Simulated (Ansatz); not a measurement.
**CH3ClFMoNO: one species, many methods**

An exercise on one series of results from a longer session: the logs are not shown, and one member is left open.

Method: functionals in def2-TZVPP, the program's frozen cores in correlated methods; program: Ansatz 0.2.0, Gaussian basis.

The runs, in order: LDA (SPW92), PBE-D4, revPBE-D4, BLYP-D4, r2SCAN-D4, B97M-V, PBE0-D4, B3LYP-D4, r2SCANh-D4, r2SCAN0-D4, HSE06-D4, BHLYP-D4, CAM-B3LYP-D4, LC-ωPBE, ωB97X-V, ωB97M-V, B2PLYP, PBE-QIDH; CCSD(T)/def2-SVP; CCSD(T)/def2-TZVPP; MP2/def2-QZVPP; extrapolation to the limit; RPA on PBE.

## The geometry

An earlier PBE0-D4 in a triple-zeta def2 set relaxation fixed the geometry. Mo takes the def2 core potential; no spin-orbit term is included.

SMILES `C[N]=[Mo](=[O])([F])[Cl]`, 9 atoms, charge 0, spin multiplicity 1.

Atoms are counted from 1 here; the program's logs count them from 0.

Bond lengths: C1–N2 1.418 Å, C1–H7 1.094 Å, C1–H8 1.096 Å, C1–H9 1.095 Å, N2–Mo3 1.711 Å, Mo3–O4 1.668 Å, Mo3–F5 1.855 Å, Mo3–Cl6 2.266 Å. Angles: N2–C1–H7 109.8°, N2–C1–H8 111.1°, N2–C1–H9 109.5°, H7–C1–H8 109.3°, H7–C1–H9 108.1°, H8–C1–H9 109.0°, C1–N2–Mo3 150.4°, N2–Mo3–O4 105.8°, N2–Mo3–F5 108.0°, N2–Mo3–Cl6 106.9°, O4–Mo3–F5 111.7°, O4–Mo3–Cl6 109.8°, F5–Mo3–Cl6 114.2°.

Coordinates:

```mol
CH3ClFMoNO
  3D, bonds by distance, orders not assigned

  9  8  0  0  0  0  0  0  0  0999 V2000
    0.0581   -1.1457    1.0670 C   0  0
    0.2690    0.0662    0.3615 N   0  0
    0.0477    1.0356   -1.0312 Mo  0  0
   -0.7771    0.0809   -2.1227 O   0  0
    1.7232    1.5143   -1.6685 F   0  0
   -1.2467    2.7905   -0.4142 Cl  0  0
    1.0200   -1.5729    1.3655 H   0  0
   -0.4851   -1.8718    0.4516 H   0  0
   -0.5205   -0.9436    1.9739 H   0  0
  1  2  8  0
  2  3  8  0
  3  4  8  0
  3  5  8  0
  3  6  8  0
  1  7  8  0
  1  8  8  0
  1  9  8  0
M  END
```

The first run:

Contents of in.yaml:

```yaml
crystal:
  periodic: [false, false, false]
  atoms:
    - {symbol: C, position_ang: [0.058066, -1.145655, 1.066968]}
    - {symbol: N, position_ang: [0.268952, 0.066185, 0.361527]}
    - {symbol: Mo, position_ang: [0.047722, 1.035639, -1.031197]}
    - {symbol: O, position_ang: [-0.777082, 0.080911, -2.122732]}
    - {symbol: F, position_ang: [1.723198, 1.514346, -1.668539]}
    - {symbol: Cl, position_ang: [-1.246703, 2.790464, -0.414213]}
    - {symbol: H, position_ang: [1.020037, -1.572850, 1.365508]}
    - {symbol: H, position_ang: [-0.485133, -1.871779, 0.451568]}
    - {symbol: H, position_ang: [-0.520455, -0.943562, 1.973910]}
basis:
  gaussian: {orbitals: def2-TZVPP}
hamiltonian: {xc: lda}
output: {orbitals: {seedname: orbitals}}
```

Started as:

```console
$ ansatz run in.yaml --threads 8 --pin off --events-out ev --progress --plain --max-ram 18278MiB
```

Among the steps run: LDA; PBE-D4 (GGA); revPBE-D4 (GGA); BLYP-D4 (GGA); r2SCAN-D4 (meta-GGA); B97M-V (meta-GGA); B3LYP-D4 (hybrid); r2SCANh-D4 (hybrid); r2SCAN0-D4 (hybrid); HSE06-D4 (hybrid); BHLYP-D4 (hybrid); CAM-B3LYP-D4 (range-separated); LC-ωPBE (range-separated); ωB97X-V (range-separated); ωB97M-V (range-separated); B2PLYP (double hybrid); PBE-QIDH (double hybrid).

One table of the session follows, with a row left open; its other results are not shown here.

It belongs to the step «Orbital energies across the functionals». 

| functional | HOMO (eV) | LUMO (eV) | gap (eV) |
| --- | --- | --- | --- |
| LDA (SPW92) | -7.11 | -3.51 | 3.60 |
| PBE-D4 | -6.93 | -3.26 | 3.66 |
| revPBE-D4 | -6.86 | -3.17 | 3.69 |
| BLYP-D4 | -6.81 | -3.18 | 3.63 |
| r2SCAN-D4 | -7.23 | -3.25 | 3.98 |
| B97M-V | -7.31 | -3.24 | 4.06 |
| PBE0-D4 | -8.32 | -2.57 | 5.74 |
| B3LYP-D4 | -8.09 | -2.80 | 5.29 |
| r2SCANh-D4 | -7.75 | -2.98 | 4.77 |
| r2SCAN0-D4 | -8.53 | -2.56 | 5.96 |
| HSE06-D4 | -7.91 | -2.95 | 4.97 |
| BHLYP-D4 | -9.60 | -1.74 | 7.87 |
| CAM-B3LYP-D4 | -9.67 | -1.55 | 8.13 |
| LC-ωPBE | -10.97 | -0.40 | 10.57 |
| ωB97X-V | -10.63 | -0.47 | 10.17 |
| ωB97M-V | ? | ? | ? |

Q: Estimate the row for ωB97M-V from the others.

The run gave: HOMO (eV): -10.54; LUMO (eV): -0.49; gap (eV): 10.05. In the column «HOMO (eV)» it lies between ωB97X-V (-10.63) and CAM-B3LYP-D4 (-9.67).
